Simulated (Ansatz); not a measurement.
# Si2GeH (doublet): from Hartree-Fock to the top rungs at a displaced geometry (v1), cc-pVDZ

One table from this session's results is given with a row withheld; the runs are named, their logs left out.

Method: cc-pVDZ, core rule «outside noble gas», up to 24 orbitals frozen; program: Ansatz 0.2.0, Gaussian basis.

Plan: UHF; CCSD(T) on ROHF; CCSD(T) on UHF; BCCD(T) on ROHF; CISD as a restricted active space (open shells left free, so some higher excitations enter); CCSDT(Q) on ROHF; CCSDT(Q) on UHF; CASSCF and MRCISD+Q, 9 electrons in 9 orbitals; CASSCF and NEVPT2, 9 electrons in 9 orbitals.

23 further runs of the same task are left out: 9 that didn't finish, 14 set aside as unsound or not needed. Runs told in other sessions of the task aren't counted.

**The geometry**

The geometry is a PBE0/def2-TZVP stationary point (not a proven minimum) with its atoms shifted at random (size 0.040 Å). No spin-orbit coupling is included. The filled d shell of Ge may be among the frozen orbitals whatever the setting's name suggests.

4 atoms, charge 0, spin multiplicity 2.

Atoms are counted from 1 here; the program's logs count them from 0.

Bond lengths: Ge1–Si2 2.323 Å, Si2–Si3 2.221 Å, Si3–H4 1.628 Å. Angles: Ge1–Si2–Si3 162.7°, Si2–Si3–H4 52.2°.

The first run:

Contents of in.yaml:

```yaml
crystal:
  periodic: [false, false, false]
  atoms:
    - {symbol: Ge, position_ang: [0.002015, -0.230189, 2.522137]}
    - {symbol: Si, position_ang: [0.001527, -0.537379, 0.219845]}
    - {symbol: Si, position_ang: [0.049017, -0.165762, -1.969187]}
    - {symbol: H, position_ang: [-0.052558, 0.933330, -0.772795]}
basis:
  gaussian: {orbitals: cc-pVDZ}
magnetization: {spin_polarized: true, initial_magnetization: 1}
hamiltonian: {xc: hf}
output: {orbitals: {seedname: orbitals}}
```

Started as:

```sh
ansatz run in.yaml --threads 1 --pin off --events-out ev --progress --plain --max-ram 2393MiB
```

Among the steps run: UHF; CCSD(T) on ROHF; CCSD(T) on UHF; BCCD(T) on ROHF; CISD as a restricted active space (open shells left free, so some higher excitations enter); CCSDT(Q) on ROHF; CCSDT(Q) on UHF; CASSCF and MRCISD+Q, 9 electrons in 9 orbitals; CASSCF and NEVPT2, 9 electrons in 9 orbitals.

One table of the session follows, with a row left open; its other results are not shown here.

```
           method  from RCCSDT(Q) (meV)
             ROHF               +8401.7
              UHF               +8045.4
             RMP2               +1685.8
             UMP2               +1923.7
             CISD               +1669.4
            RCCSD                +624.9
            UCCSD                +618.9
         RCCSD(T)                +120.8
         UCCSD(T)                     ?
          BCCD(T)                +118.7
           RCCSDT                 +60.7
           UCCSDT                 +58.6
        RCCSDT(Q)                     0
        UCCSDT(Q)                 -13.5
  CASSCF frontier               +6364.5
  NEVPT2 frontier               +1621.3
  MRCISD frontier                +922.0
MRCISD+Q frontier                +140.2
```

**Question.** Estimate the row for UCCSD(T).

As computed: from RCCSDT(Q) (meV): +162.3. In the column «from RCCSDT(Q) (meV)» it lies between MRCISD+Q frontier (+140.2) and UCCSD (+618.9).

Caveats from the session: The determinant of HF (⟨S²⟩ 1.40) is far from a pure spin state, so its energy mixes those of several spin states; that is harmless only where they are near-degenerate. The determinant of CCSD(T) (⟨S²⟩ 1.40) is far from a pure spin state, so its energy mixes those of several spin states; high orders of coupled cluster remove much of that, low ones don't. The determinant of CCSDT(Q) (⟨S²⟩ 1.40) is far from a pure spin state, so its energy mixes those of several spin states; high orders of coupled cluster remove much of that, low ones don't. Restricted and unrestricted rows rest on different reference determinants; a gap between their highest levels can come from leftover correlation error, from unlike frozen cores or from another state.
